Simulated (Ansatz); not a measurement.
# OH (SMILES [OH]) at UCCSD(T)/3-21G

What is the electronic atomisation energy of OH at UCCSD(T)/3-21G? 

The results are computed with Ansatz 0.2.0.

62 further runs of the same task are left out: 62 set aside as unsound or not needed.

## (1) The system as given

OH: 2 atoms, total charge 0, spin state doublet. As SMILES, `[OH]`. The coordinates come from a GFN2-xTB relaxation.

Bond lengths: O1–H2 0.963 Å.

## (2) The energy at UCCSD(T)/3-21G

Contents of run.yaml:

```yaml
crystal:
  periodic: [false, false, false]
  atoms:
    - symbol: O
      position_ang: [0.411770, -0.131830, 0.212430]
    - symbol: H
      position_ang: [-0.411770, 0.131830, -0.212430]
basis:
  gaussian:
    orbitals: 3-21G.json
magnetization:
  spin_polarized: true
  initial_magnetization: 1
accuracy: high
correlation:
  method: ccsd_t
  frozen_orbitals: {H: 0, O: 1}
scf:
  omitted_lower_state_checks: [cluster_reference, increment]
```

The basis set 3-21G is read from a file made from the Basis Set Exchange's data (not shown).

Command:

```
ansatz run run.yaml --threads 1 --pin off --max-ram 2610MiB --events-out events.jsonl --progress --plain --runs-dir runs
```

Standard output, shortened:

```text
Warning: RAYON_NUM_THREADS=1 ignored (pool sized by the plan → 1); use --threads N
Functional definition: HF
  name "HF"
[...]
150 factors; integrals over basis functions are off by at most 5.2e-9 eV
[...]
mean field -2040.03194306 eV, -74.9697911242 hartree, gradient 1.3e-8 eV, S^2 0.752966; 2 other end points of the search recorded, 0 dependent functions left out
1 core orbitals not correlated: weight in the atoms' cores, before any rotation towards them, 1.000 or more for the frozen orbitals, at most 0.000 for the correlated occupied ones
reference -2040.03194306 eV, -74.9697911242 hartree; 4, 3 occupied and 6, 7 virtual orbitals, 150 factors
second order -2.29285682 eV of doubles, -0.00000000 eV of singles
cycle   1  -2.45899367 eV  change   -1.7e-1 eV  update   2.4e-2
[...]
cycle  17  -2.53580521 eV  change   1.0e-10 eV  update  2.1e-10
perturbative correction -0.01378804 eV, -0.0005067012 hartree
Total energy: -2042.58153631 eV, -75.0634869480 hartree
Checks for a lower state left out: cluster_reference, increment
```

Run time: 0.2 s. Hardware: 1 thread of Arm Neoverse V2, shared host.

## (3) The H atom: the energy at UHF/3-21G

Contents of run.yaml:

```yaml
crystal:
  periodic: [false, false, false]
  atoms:
    - {symbol: H, position_ang: [0.000000, 0.000000, 0.000000]}
basis:
  gaussian:
    orbitals: 3-21G.json
magnetization:
  spin_polarized: true
  initial_magnetization: 1
hamiltonian:
  xc: hf
accuracy: high
```

The basis set 3-21G is read from a file made from the Basis Set Exchange's data (not shown).

Command:

```
ansatz run run.yaml --threads 1 --pin off --max-ram 2610MiB --events-out events.jsonl --progress --plain --runs-dir runs
```

Standard output:

```text
Warning: RAYON_NUM_THREADS=1 ignored (pool sized by the plan → 1); use --threads N
[... 2 set-up lines as earlier in the session ...]
  exchange = exact_x
  correlation = 0
3 factors; integrals over basis functions are off by at most 1.3e-8 eV
mean field evaluation 1: about -13.4868 eV, gradient 1.3e0 eV
mean field evaluation 2: about -13.4868 eV, gradient 1.3e0 eV
mean field evaluation 4: about -13.5023 eV, gradient 2.1e-5 eV
mean field evaluation 8: about -13.5023 eV, gradient 1.0e-12 eV
mean field -13.50225274 eV, -0.4961986360 hartree, gradient 4.5e-8 eV, S^2 0.750000; 0 other end points of the search recorded, 0 dependent functions left out
reference -13.50225274 eV, -0.4961986360 hartree; 1, 0 occupied and 1, 2 virtual orbitals, 3 factors
Total energy: -13.50225274 eV, -0.4961986360 hartree
```

Wall time 0.04 s (1 thread of Arm Neoverse V2, shared host).

## (4) The O atom at the same level

Contents of run.yaml:

```yaml
crystal:
  periodic: [false, false, false]
  atoms:
    - symbol: O
      position_ang: [0.000000, 0.000000, 0.000000]
basis:
  gaussian:
    orbitals: 3-21G.json
magnetization:
  spin_polarized: true
  initial_magnetization: 2
correlation:
  method: ccsd_t
  frozen_orbitals: {O: 1}
accuracy: high
scf:
  omitted_lower_state_checks: [cluster_reference, increment]
```

The basis set 3-21G is read from a file made from the Basis Set Exchange's data (not shown).

Run the same way, it converges to -74.44971 Eh (log not shown).

## (5) What came out

At UCCSD(T)/3-21G, 1 core orbital frozen:

| quantity | value |
| --- | --- |
| molecule: total energy | -75.06349 Eh |
| molecule: correlation energy (1 core orbital frozen) | -93.7 mEh |
| molecule: (T) correction | -0.51 mEh |
| molecule: ⟨S²⟩ of the reference determinant | 0.753 |
| molecule: T1 diagnostic | 0.005 |
| H atom: total energy | -0.49620 Eh |
| H atom: ⟨S²⟩ | 0.750 |
| O atom: total energy | -74.44971 Eh |
| O atom: correlation energy (1 core orbital frozen) | -56.1 mEh |
| O atom: (T) correction | -0.02 mEh |
| O atom: ⟨S²⟩ of the reference determinant | 2.001 |
| O atom: T1 diagnostic | 0.001 |
| electronic atomisation energy | 3.199 eV |

**Reading.** Taking the molecule apart into free atoms costs 3.20 eV (309 kJ/mol), before zero-point energy and without spin-orbit coupling. The basis has no polarisation functions, which makes bonds too weak. The triples (molecule) make up 0.5 % of the correlation energy. The triples (O atom) make up 0.0 % of the correlation energy.
